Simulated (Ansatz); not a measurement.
**GeH− (singlet): from Hartree-Fock to the top rungs at distance Ge1–H2 = 1.633 Å, aug-cc-pVDZ**

One table from this session's results is given with a row withheld; the runs are named, their logs left out.

Method: aug-cc-pVDZ, core rule «outside noble gas», up to 14 orbitals frozen; program: Ansatz 0.2.0, Gaussian basis.

Plan: UHF; CCSD(T) on RHF; CCSD(T) on UHF; BCCD(T) on RHF; CISD; CCSDT(Q) on RHF; CCSDT(Q) on UHF; CASSCF and MRCISD+Q, 2 electrons in 2 orbitals; CASSCF and NEVPT2, 2 electrons in 2 orbitals; CASSCF and MRCISD+Q, 6 electrons in 5 orbitals; CASSCF and NEVPT2, 6 electrons in 5 orbitals; Full CI.

21 further runs of the same task are left out: 4 for a known fault of the program, 14 that didn't finish, 3 set aside as unsound or not needed.

## The geometry

The geometry derives from a PBE0/def2-TZVPD stationary point (not a proven minimum). One bond is set to the value named and the two fragments are kept rigid. No spin-orbit coupling is included. The filled d shell of Ge may be among the frozen orbitals whatever the setting's name suggests; the logs give the count.

2 atoms, charge -1, spin multiplicity 1.

Atoms are counted from 1 here; the program's logs count them from 0.

Bond lengths: Ge1–H2 1.633 Å.

The first run:

Input file in.yaml:

```yaml
crystal:
  periodic: [false, false, false]
  atoms:
    - {symbol: Ge, position_ang: [0.000000, 0.000000, 0.000000]}
    - {symbol: H, position_ang: [0.000000, 0.000000, 1.633171]}
basis:
  gaussian: {orbitals: aug-cc-pVDZ}
total_charge: -1
magnetization: {spin_polarized: true, initial_magnetization: 0}
hamiltonian: {xc: hf}
output: {orbitals: {seedname: orbitals}}
```

Command:

```bash
$ ansatz run in.yaml --threads 1 --pin off --events-out ev --progress --plain --max-ram 2393MiB
```

Steps of the session up to this table: UHF; CCSD(T) on RHF; CCSD(T) on UHF; BCCD(T) on RHF; CISD; CCSDT(Q) on RHF; CCSDT(Q) on UHF; CASSCF and MRCISD+Q, 2 electrons in 2 orbitals; CASSCF and NEVPT2, 2 electrons in 2 orbitals; CASSCF and MRCISD+Q, 6 electrons in 5 orbitals; CASSCF and NEVPT2, 6 electrons in 5 orbitals; Full CI.

One of the session's tables, all rows but one given; the rest of the session is left out.

It belongs to the step «Misses and costs». 

| method | from FCI (meV) |
| --- | --- |
| RHF | +3402.7 |
| RMP2 | +980.2 |
| CISD | +470.1 |
| RCCSD | +283.5 |
| RCCSD(T) | +155.8 |
| BCCD(T) | +156.6 |
| RCCSDT | ? |
| RCCSDT(Q) | -7.4 |
| FCI | 0 |

Estimate the missing values for RCCSDT.

As computed: from FCI (meV): +29.0. In the column «from FCI (meV)» it lies between FCI (0) and RCCSD(T) (+155.8).

Left out of the table: CASSCF pair, NEVPT2 pair, MRCISD pair, MRCISD+Q pair, CASSCF valence, NEVPT2 valence, MRCISD valence, MRCISD+Q valence (the active space lost an orbital or holds another state than full CI finds).

Caveats from the session: The report flags that the cluster equations may have other roots. Left out of the table: UHF, UMP2, UCCSD, UCCSD(T), UCCSDT, UCCSDT(Q) (another determinant or state than the rows shown). The program flags RCCSDT(Q) as in doubt, so those rows may rest on another solution; read them beside their warnings. RCCSDT(Q) falls below full CI, which methods that aren't variational can do. Warnings in the runs' records: passed over end.
